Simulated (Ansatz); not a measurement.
# H4O2Sn: rigid torsion scan from a Python script

Aim: a rigid torsion scan, for H4O2Sn, run from a script.

Computed with the Python package of Ansatz 0.2.0. The levels of theory stand in the script.

### Step 1. Starting point

Bond lengths: O1–Sn2 1.965 Å, Sn2–O3 1.952 Å, O1–H4 1.011 Å, Sn2–H5 1.760 Å, Sn2–H6 1.756 Å, O3–H7 0.996 Å. Angles: O1–Sn2–O3 107.1°, O1–Sn2–H5 110.0°, O1–Sn2–H6 110.9°, O3–Sn2–H5 109.4°, O3–Sn2–H6 109.9°, H5–Sn2–H6 109.5°, Sn2–O1–H4 99.7°, Sn2–O3–H7 107.7°.

The script holds or builds the structure itself.

### Step 2. Script

h4o2sn.py

```python
"""Rigid torsion scan of H4O2Sn."""

import logging
import sys

import ansatz as az
from ase import Atoms

logging.basicConfig(stream=sys.stdout, format="%(levelname)s %(message)s")
logger = logging.getLogger("ansatz_job")
logger.setLevel(logging.INFO)

config = {
    "basis": "def2-SVP",
    "functional": "pbe0",
    "fmax": 0.02,
    "method": "mp2",
}

atoms = Atoms(["O", "Sn", "O", "H", "H", "H", "H"], positions=[
    [-1.2849, -0.8812, -0.656],
    [0.0118, 0.3133, 0.2125],
    [1.5622, -0.7725, 0.6906],
    [-2.0041, -0.2112, -0.8908],
    [0.5058, 1.5799, -0.9048],
    [-0.677, 1.0411, 1.6551],
    [1.9474, -1.1375, -0.1523],
])

# start the scan from a relaxed geometry
first = (
    az.Crystal.molecule_from_ase(atoms).calculation()
    .basis(gaussian=config["basis"])
    .functional(config["functional"])
    .relax(force_tolerance=config["fmax"], max_steps=80)
)
atoms.positions = first.run(threads=1).report["positions_ang"]

start = atoms.get_dihedral(2, 1, 0, 3)
energies = {}
for turn in range(0, 360, 30):
    turned = atoms.copy()
    turned.set_dihedral(2, 1, 0, 3, start + turn, indices=[0, 3])
    calculation = az.Crystal.molecule_from_ase(turned).calculation()
    calculation = calculation.basis(gaussian=config["basis"])
    calculation = calculation.correlation(config["method"])
    energies[round((start + turn) % 360)] = calculation.run(threads=1).report["free_energy_ev"]
floor = min(energies.values())
logger.info("dihedral O2-Sn1-O0-H3 (deg)   E - E(min) (kJ/mol)")
for angle, e in sorted(energies.items()):
    logger.info(f"{angle:8d} {96.485332 * (e - floor):14.3f}  " + "#" * int(30 * (e - floor) / max(max(energies.values()) - floor, 1e-9)))
```

### Step 3. The input behind the calls

The engine receives this input (first run):

```yaml
crystal:
  periodic: [false, false, false]
  atoms:
    - { symbol: O, position_ang: [-1.2849, -0.8812, -0.656] }
    - { symbol: Sn, position_ang: [0.0118, 0.3133, 0.2125] }
    - { symbol: O, position_ang: [1.5622, -0.7725, 0.6906] }
    - { symbol: H, position_ang: [-2.0041, -0.2112, -0.8908] }
    - { symbol: H, position_ang: [0.5058, 1.5799, -0.9048] }
    - { symbol: H, position_ang: [-0.677, 1.0411, 1.6551] }
    - { symbol: H, position_ang: [1.9474, -1.1375, -0.1523] }
basis:
  gaussian:
    orbitals: def2-SVP
hamiltonian:
  xc: pbe0
relax:
  f_tol: 0.02
  max_steps: 80
```

### Step 4. The run

On the command line:

```
$ python h4o2sn.py
```

**Question.** What results will this script give? Wanted: range of energy; lowest point, turn.

As calculated:

```
              quantity     value
         runs compared        12
       range of energy  0.115 eV
lowest point, turn (°)         0
```

**Reading.** The lowest point lies at a turn of 0°, the highest 0.115 eV (11.1 kJ/mol) above it at 240°. The grid can miss the true lowest and highest points, and the rest of the molecule is held rigid. Run 0: After 21 moves the largest shift is 0.856 Å, of atom 4 (H). So large a move can change the bonding: the results belong to the relaxed structure. What to keep in mind:
- The scan is rigid and the energies are electronic, in a modest basis. With rigid groups the curve can differ much from the relaxed path, the start wasn't checked as a minimum of this torsion, and equivalent turns needn't return to the same energy.
- def2 sets replace the cores of elements past krypton by effective core potentials.
- The start is relaxed with a density functional and scanned with the wavefunction method, so it isn't exactly that method's minimum.
